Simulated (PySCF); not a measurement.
# TaNF2: relaxation and vibrations of the singlet

Where does singlet TaNF2 go from a trigonal pyramidal start, is the end point a minimum, and what are its modes, charges and moments?

Computed with PySCF 2.14.0. Level: PBE0, basis Ta def2-TZVP with ECP60, N def2-TZVP, F def2-TZVP, scalar-relativistic core potentials, no spin–orbit coupling, density fitting.

**1. Where the work starts**

4 atoms, charge 0, spin multiplicity 1.

Bond lengths: Ta1–N2 1.860 Å, Ta1–F3 2.100 Å, Ta1–F4 2.100 Å. Angles: N2–Ta1–F3 99.8°, N2–Ta1–F4 99.8°, F3–Ta1–F4 99.8°.

```xyz
4
charge 0 multiplicity 1
Ta   -0.0263   -0.0455   -0.2133
N    -0.8474   -1.4677    0.6599
F     1.8280   -0.0455    0.7726
F    -0.9533    1.5604    0.7726
```

**2. Relaxing the singlet from the trigonal pyramidal start**

One driver script runs all steps and calls PySCF; scf.py shows how it sets up the SCF of each step. The optimiser is the driver's own. Before each start the driver seeks the lowest SCF state from one or more starting densities and follows internal instabilities, so scf.py alone need not reach the same state.

The program finds Cs symmetry in the start, which this walk keeps. Threshold on the gradient: 0.0003 Eh/bohr, with a further test on the energy change.

scf.py

```python
from pyscf import gto, scf, dft
mol = gto.M(atom='''
Ta    -0.026252    -0.045466    -0.213303
N     -0.847438    -1.467716     0.659897
F      1.827956    -0.045513     0.772595
F     -0.953307     1.560351     0.772598''',
    basis={'Ta': 'def2-TZVP', 'N': 'def2-TZVP', 'F': 'def2-TZVP'},
    ecp={'Ta': 'def2-TZVP'},
    charge=0, spin=0)
mf = dft.RKS(mol, xc='PBE0')
mf.grids.atom_grid = (50, 194)
aux = {'Ta': 'def2-universal-JKFIT', 'N': 'def2-universal-JKFIT', 'F': 'def2-universal-JKFIT'}
mf = mf.density_fit(auxbasis=aux)
mf.kernel()
```

The runs that follow: Vibrations and properties at this point.

Q: Predict the outcome of this session. Wanted: minimum; geometry; wavenumbers; dipole moment; highest occupied, lowest empty level; polar-tensor charge of Ta1; zero-point energy; atomisation energy.

The runs gave:

| quantity | value |
| --- | --- |
| minimum | singlet, Cs |
| geometry | Ta–F 1.891 Å (×2), Ta–N 1.685 Å; F–Ta–F 113.9°, F–Ta–N 105.8° (×2) |
| wavenumbers (cm⁻¹) | 129 (a'), 243 (a'), 307 (a''), 655 (a''), 659 (a'), 1089 (a') |
| dipole moment | 5.78 D |
| highest occupied, lowest empty level | -7.62, -3.93 eV |
| polar-tensor charge of Ta1 | +2.00 e |
| zero-point energy | 18.4 kJ/mol |
| entropy at 298.15 K | 312.8 J/(mol K) |
| atomisation energy (no zero-point energy) | 1719 kJ/mol |

In words: The molecule stays Cs, as typed, and the end point is a minimum. In the infrared the band at 655 cm⁻¹ (a'', stretch) leads. With 5.8 D the molecule is strongly polar. Only this shape and spin were tried, so other structures or states may lie lower. A two-component treatment could change these values noticeably.
